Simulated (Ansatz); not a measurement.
# Si₄H₉F + HCl: a complex and its separated parts

The complex below is one end of an elementary step. How strongly is it bound against its free parts?

Method: PBE0-D4/def2-TZVP structures, single points in def2-TZVPP, no counterpoise correction; program: Ansatz 0.2.0, Gaussian basis.

Levels: SPW92, PBE-D4, BLYP-D4, r2SCAN-D4, B97M-V, PBE0-D4, B3LYP-D4, r2SCAN0-D4, BHLYP-D4, CAM-B3LYP-D4, wB97X-V, wB97M-V, B2PLYP, PBE-QIDH, RPA on PBE, Hartree-Fock, MP2, CCSD, CCSD(T).

Cores are frozen in the correlated methods. B3LYP uses VWN-RPA correlation. B2PLYP carries no dispersion term here.

94 further runs of the same task are left out: 94 set aside as unsound or not needed. Runs told in other sessions of the task aren't counted.

## Step 1: Where the work starts

The complex: 16 atoms, charge 0, spin multiplicity 1.

Atoms are counted from 1 here; the program's logs count them from 0.

Bond lengths: Si1–Si2 2.351 Å, Si1–Si3 2.356 Å, Si1–Si4 2.356 Å, Si1–F5 1.623 Å, Si2–H8 1.487 Å, Si2–H9 1.487 Å, Si2–H10 1.495 Å, Si3–H11 1.487 Å, Si3–H12 1.489 Å, Si3–H13 1.486 Å, Si4–H14 1.489 Å, Si4–H15 1.486 Å, Si4–H16 1.487 Å, H6–Cl7 1.284 Å. Angles: Si2–Si1–Si3 110.4°, Si2–Si1–Si4 110.5°, Si2–Si1–F5 106.3°, Si3–Si1–Si4 115.1°, Si3–Si1–F5 107.0°, Si4–Si1–F5 107.1°, Si1–Si2–H8 111.6°, Si1–Si2–H9 111.6°, Si1–Si2–H10 109.5°, H8–Si2–H9 109.3°, H8–Si2–H10 107.3°, H9–Si2–H10 107.3°, Si1–Si3–H11 110.6°, Si1–Si3–H12 107.5°, Si1–Si3–H13 111.7°, H11–Si3–H12 108.6°, H11–Si3–H13 109.2°, H12–Si3–H13 109.2° and more.

Coordinates:

```xyz
16
charge 0, multiplicity 1
Si    0.5024    0.7821    0.0176
Si    1.8932   -1.0704   -0.3836
Si   -1.0203    1.0680   -1.7574
Si   -0.4744    0.6307    2.1562
F     1.4711    2.0843    0.0279
H    -0.8983   -2.3803   -0.1427
Cl   -2.0484   -1.8529    0.0782
H     2.9100   -1.2349    0.6889
H     2.5794   -0.9661   -1.6988
H     1.0680   -2.3169   -0.4097
H    -1.0535   -0.1432   -2.6191
H    -0.5452    2.2189   -2.5732
H    -2.3925    1.3534   -1.2644
H     0.2378    1.5918    3.0421
H    -1.9197    0.9741    2.1264
H    -0.3096   -0.7386    2.7116
```

Its parts: Si₄H₉F holds atoms 1, 2, 3, 4, 5, 8, 9, 10, 11, 12, 13, 14, 15, 16; HCl holds atoms 6, 7. Each part counts its atoms afresh in its own runs.

## Step 2: Relaxing Si₄H₉F alone

Input file relax-a/in.yaml:

```yaml
crystal:
  periodic: [false, false, false]
  atoms:
    - {symbol: Si, position_ang: [0.502405, 0.782094, 0.017588]}
    - {symbol: Si, position_ang: [1.893168, -1.070384, -0.383628]}
    - {symbol: Si, position_ang: [-1.020255, 1.067956, -1.757384]}
    - {symbol: Si, position_ang: [-0.474388, 0.630683, 2.156203]}
    - {symbol: F, position_ang: [1.471062, 2.084289, 0.027950]}
    - {symbol: H, position_ang: [2.909989, -1.234858, 0.688912]}
    - {symbol: H, position_ang: [2.579362, -0.966075, -1.698764]}
    - {symbol: H, position_ang: [1.068043, -2.316930, -0.409709]}
    - {symbol: H, position_ang: [-1.053479, -0.143159, -2.619093]}
    - {symbol: H, position_ang: [-0.545159, 2.218869, -2.573186]}
    - {symbol: H, position_ang: [-2.392524, 1.353403, -1.264377]}
    - {symbol: H, position_ang: [0.237830, 1.591825, 3.042086]}
    - {symbol: H, position_ang: [-1.919671, 0.974103, 2.126441]}
    - {symbol: H, position_ang: [-0.309590, -0.738562, 2.711571]}
basis:
  gaussian: {orbitals: def2-TZVP}
hamiltonian: {xc: pbe0, dispersion: d4}
relax: {f_tol: 0.005, max_steps: 200}
```

Started as:

```console
ansatz run in.yaml --threads 4 --pin off --events-out ev --progress --plain --max-ram 66560MiB --backend cuda --devices 0, --max-vram 37GiB
```

The runs that follow: Relaxing HCl alone; SPW92/def2-TZVPP; PBE-D4/def2-TZVPP; BLYP-D4/def2-TZVPP; r2SCAN-D4/def2-TZVPP; B97M-V/def2-TZVPP; PBE0-D4/def2-TZVPP; B3LYP-D4/def2-TZVPP; r2SCAN0-D4/def2-TZVPP; BHLYP-D4/def2-TZVPP; CAM-B3LYP-D4/def2-TZVPP; wB97X-V/def2-TZVPP; wB97M-V/def2-TZVPP; B2PLYP/def2-TZVPP; PBE-QIDH/def2-TZVPP; RPA on PBE/def2-TZVPP; CCSD(T)/def2-TZVPP; Vibrations of Si₄H₉F; Vibrations of HCl.

**Question.** What will these runs give? Wanted: complex less parts, CCSD(T)/def2-TZVPP; with zero-point energy; largest T1 diagnostic.

The runs gave:

| quantity | value |
| --- | --- |
| complex less parts, CCSD(T)/def2-TZVPP | -4.7 kJ/mol |
| with zero-point energy | -0.2 kJ/mol |
| largest T1 diagnostic | 0.014 |

**Reading.** At CCSD(T) the complex lies 4.7 kJ/mol below its parts. Among the functionals PBE-QIDH lands nearest to CCSD(T) (+1.9 kJ/mol) and SPW92 farthest (-16.8 kJ/mol). By rung, the mean size of the error is: LDA 16.8, GGA 6.4, meta-GGA 3.8, hybrid 4.4, range-separated hybrid 4.5, double hybrid 4.1 kJ/mol. The double hybrids carry no dispersion term here, unlike the levels marked D4 or V. PBE-D4 gives a relative energy 6.7 kJ/mol too low, an error of 144 % of the reference. No counterpoise was applied, and triple zeta lacks some correlation, so the CCSD(T) reference has a basis error of its own, and close matches with it are partly luck.
